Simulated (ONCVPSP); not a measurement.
**Pseudopotential generation for antimony: ONCV, PBE**

Aim: build the potential from the settings below, then test how well it stands in for the atom: other configurations, scattering, ghost states and the plane-wave cutoff that it needs.

Program: ONCVPSP 4.0.1. Reference atom: PBE, scalar-relativistic, spherical and spin-unpolarised. All values are calculated.

## (1) Settings

The settings as typed:

```
element                 : antimony (Sb, Z = 51)
type                    : optimised norm-conserving Vanderbilt (ONCV)
frozen core             : [Ar] 3d10
valence charge          : 23
reference configuration : 4s2 4p6 4d10 5s2 5p3
partial waves           : 4s+5s: rc 1.40 bohr, ncon 4, nbas 9, qcut 8.8 1/bohr, 2 projectors; 4p+5p: rc 1.55 bohr, ncon 4, nbas 7, qcut 8 1/bohr, 2 projectors; 4d: rc 1.10 bohr, ncon 3, nbas 6, qcut 8.2 1/bohr, 1 projector
local potential         : polynomial inside 0.75 bohr (lpopt 3, dvloc0 2 Ha)
core correction         : not asked for
```

An earlier all-electron run gives the scale for the radii.

All-electron outer shells of the reference configuration (PBE, scalar-relativistic, ld1.x):

| shell | level (eV) | outermost node (bohr) | outermost maximum (bohr) |
| --- | --- | --- | --- |
| 3p | -750.40 | 0.13 | 0.29 |
| 3d | -515.87 | – | 0.24 |
| 4s | -148.83 | 0.39 | 0.73 |
| 4p | -101.79 | 0.39 | 0.76 |
| 4d | -33.51 | 0.38 | 0.84 |
| 5s | -12.83 | 0.95 | 1.90 |
| 5p | -4.83 | 1.04 | 2.35 |

## (2) Generation

File Sb.dat:

```
# ATOM AND REFERENCE CONFIGURATION
# atsym  z   nc   nv     iexc    psfile
  Sb 51.00    6    5        4      upf
#
#   n    l    f
    1    0    2.00
    2    0    2.00
    2    1    6.00
    3    0    2.00
    3    1    6.00
    3    2   10.00
    4    0    2.00
    4    1    6.00
    4    2   10.00
    5    0    2.00
    5    1    3.00
#
# PSEUDOPOTENTIAL AND OPTIMIZATION
# lmax
    2
#
#   l,   rc,      ep,       ncon, nbas, qcut
    0    1.40    0.00    4    9    8.80
    1    1.55    0.00    4    7    8.00
    2    1.10    0.00    3    6    8.20
#
# LOCAL POTENTIAL
# lloc, lpopt,  rc(5),   dvloc0
    4    3    0.75    2.00
#
# VANDERBILT-KLEINMAN-BYLANDER PROJECTORs
# l, nproj, debl
    0    2    1.20
    1    2    3.60
    2    1    1.80
#
# MODEL CORE CHARGE
# icmod, fcfact, rcfact
    0    0.00    0.00
#
# LOG DERIVATIVE ANALYSIS
# epsh1, epsh2, depsh
   -7.00    5.00    0.04
#
# OUTPUT GRID
# rlmax, drl
    6.00    0.01
#
# TEST CONFIGURATIONS
# ncnf
    4
# nvcnf
#   n    l    f
    5
    4    0    2.00
    4    1    6.00
    4    2   10.00
    5    0    2.00
    5    1    2.00
#
    5
    4    0    2.00
    4    1    6.00
    4    2   10.00
    5    0    2.00
    5    1    1.00
#
    5
    4    0    2.00
    4    1    6.00
    4    2   10.00
    5    0    2.00
    5    1    0.00
#
    5
    4    0    2.00
    4    1    6.00
    4    2   10.00
    5    0    0.00
    5    1    5.00
#
```

On the command line:

```console
$ oncvpsp.x < Sb.dat > Sb.out
```

What does the calculation give? Wanted: cutoffs for 1 and 0.1 mHa per electron, occupied waves; bound ghosts; GHOST(+) flags; largest test error; largest phase difference near zero energy, channels read.

The runs gave:

| quantity | value |
| --- | --- |
| cutoffs for 1 and 0.1 mHa per electron, occupied waves | 94 Ha and 151 Ha |
| bound ghosts | none found |
| GHOST(+) flags | s at 190 eV |
| largest test error (AE − PS) | -12 meV, for 4s2 4p6 4d10 5s2 5p0 |
| largest phase difference near zero energy, channels read | 0.001 rad |

By total energies transferability is good: the largest error is 12 meV on 48.7 eV, for 4s2 4p6 4d10 5s2 5p0. By its cutoff, 94 Ha for the looser tolerance, it is very hard. At the looser tolerance the 4d wave is the slowest; 5s needs 28 Ha. The program's ghost test flags no bound state. Near zero energy the phases of the channels with partial waves agree within 0.001 rad. The program also flags highly localised states, GHOST(+) (s).
